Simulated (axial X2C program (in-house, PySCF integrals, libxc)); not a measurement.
**BrGa: properties at the nuclei**

Aim: properties at the nuclei of BrGa, with spin–orbit coupling in the Hamiltonian from the start.

Computed with an in-house X2C program for linear molecules on PySCF integrals. Level: two-component X2C with atomic mean-field terms, Br dyall-cv3z, Ga dyall-cv3z.

All values are calculated.

## 1. The job

File task.json:

```json
{"zs": [35, 31], "q": 0, "bas": ["dyall-cv3z", "dyall-cv3z"], "r0": 2.38, "levels": ["PBE0", "HF", "TPSSh", "PBE", "BHandHLYP"], "nst": 3}
```

Keys: zs atomic numbers; q charge; bas basis sets; r0 starting distance in Å; levels methods (HF also brings MP2); nst determinants followed.

Run with:

```
$ python soeom.py task.json out
```

The runs that follow: Expectation values, lowest determinant.

What does the calculation give? Wanted: lowest determinant; qzz Br; qzz Ga; μ.

The runs gave:

```
           quantity                 value
 lowest determinant  Ω = 0 (closed shell)
qzz Br (a.u.), PBE0                  1.59
qzz Ga (a.u.), PBE0                 -2.23
        μ (D), PBE0                  2.60
```

The expectation values come from single determinants, which for open shells can mix terms of unlike spin or miss the lowest Ω, so a determinant need not be a state. qzz is the electric field gradient, eQq0 = 234.96 MHz × Q/barn × qzz; μ is positive if Ga is the positive end. The operators were transformed with the bare-nucleus X2C matrices.
